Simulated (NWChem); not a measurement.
**One shape, several levels: CH3BrCd (SMILES [CH3][Cd][Br])**

We compute a comparison of 3 runs (HF/STO-3G, HF/3-21G, PBE/def2-SVPD) of CH3BrCd. 

The results are computed with NWChem 7.3.0.

### Step 1. Starting point

The species is CH3BrCd (6 atoms), meant as a singlet with charge 0. As SMILES, `[CH3][Cd][Br]`. The shape is that of a PBE0-D4/def2-TZVP optimisation.

Bond lengths: C1–Cd2 2.100 Å, Cd2–Br3 2.427 Å, C1–H4 1.090 Å, C1–H5 1.090 Å, C1–H6 1.090 Å. Angles: C1–Cd2–Br3 180.0°, Cd2–C1–H4 109.6°, Cd2–C1–H5 109.5°, Cd2–C1–H6 109.6°, H4–C1–H5 109.4°, H4–C1–H6 109.4°, H5–C1–H6 109.4°.

### Step 2. Energy and forces at HF/STO-3G (run 1)

ch3brcd.xyz

```xyz
6
CH3BrCd
C     -0.441300     0.740700    -0.298900
Cd     0.579600    -0.970200     0.364200
Br     1.759700    -2.948300     1.130500
H     -1.338700     0.443100    -0.841000
H     -0.722600     1.352400     0.558100
H      0.205300     1.318300    -0.959000
```

run.py

```python
from ase.io import read
from ase.calculators.nwchem import NWChem

system = read('ch3brcd.xyz')

calc = NWChem(
    label='ch3brcd',
    theory='scf',
    memory='2200 mb',
    basis='STO-3G',
    basispar='spherical bse',
    scf={'nopen': '0', 'rhf': None, 'thresh': '1e-08', 'maxiter': '80'},
)
system.calc = calc

forces = system.get_forces()
print("Total energy (eV):", round(system.get_potential_energy(), 6))
print("forces (eV/A):")
for s, f in zip(system.symbols, forces):
    print(f"{s:2s} {f[0]:10.5f} {f[1]:10.5f} {f[2]:10.5f}")
print("dipole (e A):", system.get_dipole_moment().round(4))
```

Command:

```console
$ export ASE_NWCHEM_COMMAND="nwchem PREFIX.nwi > PREFIX.nwo"
$ python run.py
```

The program printed:

```text
Total energy (eV): -217569.117824
forces (eV/A):
C     1.02608   -1.72943    0.67399
Cd    0.16758   -0.28251    0.10819
Br   -0.92858    1.55675   -0.60287
H     0.21314    0.39950    0.12069
H    -0.04602    0.01928   -0.46650
H    -0.43215    0.03646    0.16650
dipole (e A): [-0.2272  0.381  -0.1474]
```

The calculator wrote ch3brcd.nwi:

```
title "ch3brcd"

permanent_dir ch3brcd

scratch_dir ch3brcd

start ch3brcd

geometry units angstrom nocenter noautosym noautoz
  C  -4.4130000000000003e-01 7.4070000000000003e-01 -2.9890000000000000e-01
  Cd 5.7960000000000000e-01 -9.7019999999999995e-01 3.6420000000000002e-01
  Br 1.7597000000000000e+00 -2.9483000000000001e+00 1.1305000000000001e+00
  H  -1.3387000000000000e+00 4.4309999999999999e-01 -8.4099999999999997e-01
  H  -7.2260000000000002e-01 1.3524000000000000e+00 5.5810000000000004e-01
  H  2.0530000000000001e-01 1.3183000000000000e+00 -9.5899999999999996e-01
end

memory 2200 mb

basis spherical bse noprint
   * library STO-3G
end

scf
  nopen 0
  rhf
  thresh 1e-08
  maxiter 80
end

task scf gradient
```

ch3brcd.nwo:

```text
Northwest Computational Chemistry Package (NWChem) 7.3.0
             --------------------------------------------------------

           Job information
           ---------------

    nwchem branch   = 7.3.0
    use scalapack   = T
    input           = ch3brcd.nwi
    prefix          = ch3brcd.
    data base       = ch3brcd/ch3brcd.db
    status          = startup
    nproc           =        1

           Memory information
           ------------------

    heap     =     72089596 doubles =      550.0 Mbytes
    stack    =     72089601 doubles =      550.0 Mbytes
    global   =    144179200 doubles =     1100.0 Mbytes (distinct from heap & stack)
    total    =    288358397 doubles =     2200.0 Mbytes
    verify   = yes
    hardfail = no

[... 133 lines left out ...]
 Convergence threshold     :          1.000E-08
[... 12 lines left out ...]
       Final RHF  results
[... 3 lines left out ...]
      One-electron energy = -12134.611647112091
[... 1 line left out ...]
 Nuclear repulsion energy =    512.643797785283
[... 61 lines left out ...]
                       ROHF Final Molecular Orbital Analysis
[... 220 lines left out ...]
                 ----------------------------------------
                 |  Time  |  1-e(secs)   |  2-e(secs)   |
                 ----------------------------------------
                 |  CPU   |       0.00   |       2.86   |
                 ----------------------------------------
                 |  WALL  |       0.00   |       2.86   |
                 ----------------------------------------

 Task  times  cpu:        7.7s     wall:        7.7s
 Total times  cpu:        7.7s     wall:        7.7s
```

Wall time 8.7 s (1 thread of Intel Xeon 6975P-C (Granite Rapids), shared host); peak memory 0.096 GiB.

### Step 3. Energy and forces at HF/3-21G (run 2)

ch3brcd.nw

```
start ch3brcd
memory 2200 mb

geometry units angstrom noautosym nocenter noautoz
   C     -0.441300     0.740700    -0.298900
   Cd     0.579600    -0.970200     0.364200
   Br     1.759700    -2.948300     1.130500
   H     -1.338700     0.443100    -0.841000
   H     -0.722600     1.352400     0.558100
   H      0.205300     1.318300    -0.959000
end

basis spherical bse
   * library 3-21G
end

scf
   thresh 1e-08
   maxiter 80
   print low
end

task scf gradient
```

Command:

```console
$ nwchem ch3brcd.nw > ch3brcd.out
```

The program printed:

```text
[...]
  functions       =    73
[...]
  wavefunction    = RHF
[...]
         Total SCF energy =  -8039.320519560799
      One-electron energy = -12166.046412973094
      Two-electron energy =   3614.082095627010
 Nuclear repulsion energy =    512.643797785283
        Time for solution =      6.6s
[...]
                         RHF ENERGY GRADIENTS
    atom               coordinates                        gradient
                 x          y          z           x          y          z
   1 C      -0.833936   1.399720  -0.564839    0.013224  -0.022018   0.008482
   2 Cd      1.095285  -1.833412   0.688238   -0.001254   0.002118  -0.000810
   3 Br      3.325351  -5.571479   2.136335   -0.014495   0.024293  -0.009414
   4 H      -2.529776   0.837338  -1.589260   -0.002360  -0.004088  -0.001343
   5 H      -1.365516   2.555665   1.054656    0.000399  -0.000056   0.004897
   6 H       0.387961   2.491226  -1.812247    0.004486  -0.000249  -0.001812
 Task  times  cpu:       10.4s     wall:       10.4s
 Total times  cpu:       10.4s     wall:       10.4s
```

Run time: 11 s. Hardware: 1 thread of Intel Xeon 6975P-C (Granite Rapids), shared host; peak memory 0.095 GiB.

### Step 4. Energy and forces at PBE/def2-SVPD (core potential) (run 3)

nw.nw

```
START nw
memory stack 880 mb heap 220 mb global 1100 mb
GEOMETRY units angstrom noautosym nocenter noautoz
   C     -0.441300     0.740700    -0.298900
   Cd     0.579600    -0.970200     0.364200
   Br     1.759700    -2.948300     1.130500
   H     -1.338700     0.443100    -0.841000
   H     -0.722600     1.352400     0.558100
   H      0.205300     1.318300    -0.959000
END
BASIS spherical bse
   C library def2-SVPD
   Cd library def2-SVPD
   Br library def2-SVPD
   H library def2-SVPD
END
ECP bse
   Cd library def2-SVPD
END
DFT
   xc xpbe96 cpbe96
   grid fine
   convergence energy 1e-08
   maxiter 100
   mulliken
END
TASK dft gradient
```

Command:

```console
$ nwchem nw.nw > nw.out
```

The program printed:

```text
[...]
          Wavefunction type:  closed shell.
          No. of atoms     :     6
          No. of electrons :    64
[...]
          Charge           :     0
          Spin multiplicity:     1
[...]
          AO basis - number of functions:   119
[...]
              XC Information
              --------------
          PerdewBurkeErnzerhof Exchange Functional  1.000
            Perdew 1991 LDA Correlation Functional  1.000 local
           PerdewBurkeErnz. Correlation Functional  1.000 non-local
[...]
 d= 0,ls=0.0,diis     1  -2781.0134696822 -3.02D+03  1.36D-02  4.60D-01     3.4
[...]
 d= 0,ls=0.0,diis    11  -2781.0634650196 -1.90D-09  1.31D-07  1.56D-10    27.5
         Total DFT energy =    -2781.063465019624
      One electron energy =    -4410.686491781844
           Coulomb energy =     1502.420332418082
    Exchange-Corr. energy =     -112.820769728375
 Nuclear repulsion energy =      240.023464072513
[...]
      Total Density - Mulliken Population Analysis
     ---------------------------------------------
    Atom       Charge   Shell Charges
 -----------   ------   -------------------------------------------------------
    1 C    6     5.92   1.98  0.92 -0.12 -0.01  2.09  1.05  0.02 -0.01
    2 Cd  20    19.38  -0.39  1.72  0.67  0.98  0.17  5.99  0.31 -0.17  0.13  8.97  1.01  0.00
    3 Br  35    35.51   2.00  2.00  1.99  1.48  0.47  0.07  6.00  5.97  2.36  2.94  0.22  8.19  1.75  0.08  0.01
    4 H    1     1.06   0.74  0.19  0.03  0.11
    5 H    1     1.06   0.74  0.19  0.03  0.11
    6 H    1     1.06   0.74  0.19  0.03  0.11
[...]
  wavefunction    = closed shell
                         DFT ENERGY GRADIENTS
    atom               coordinates                        gradient
                 x          y          z           x          y          z
   1 C      -0.833936   1.399720  -0.564839   -0.003721   0.006381  -0.002524
   2 Cd      1.095285  -1.833412   0.688238    0.001172  -0.001946   0.000768
   3 Br      3.325351  -5.571479   2.136335   -0.002692   0.004508  -0.001750
   4 H      -2.529776   0.837338  -1.589260    0.008580   0.002681   0.005193
   5 H      -1.365516   2.555665   1.054656    0.002753  -0.005952  -0.008058
   6 H       0.387961   2.491226  -1.812247   -0.006092  -0.005673   0.006370
[...]
```

Run time: 40 s. Hardware: 1 thread of Intel Xeon 6975P-C (Granite Rapids), shared host; peak memory 0.13 GiB.

### Step 5. Overview of the runs

```
run                           level  iteration cap  module   energy (Eh)  dipole moment (D)  HOMO energy (eV)  LUMO energy (eV)  wall time
  1                       HF/STO-3G             80     scf  -7995.517671               2.25             -7.37              8.30      8.7 s
  2                        HF/3-21G             80     scf  -8039.320520                  –                 –                 –       11 s
  3  PBE/def2-SVPD (core potential)            100     dft  -2781.063465               3.03             -6.68             -1.79       40 s
```

### Step 6. Outcome

```
                       quantity           value
            run 3: total energy  -2781.06347 Eh
           run 3: dipole moment          3.03 D
             run 3: HOMO energy        -6.68 eV
             run 3: LUMO energy        -1.79 eV
           run 3: HOMO–LUMO gap         4.90 eV
run 3: largest force on an atom      0.539 eV/Å
```

In words: Some runs of one species differ in core potentials or relativity; totals across that change don't compare. In run 1 the basis is minimal, so the values are rough. In runs 1, 2 relativity is left out where basis or elements ask for it. All runs together took 60 s, the longest 40 s.
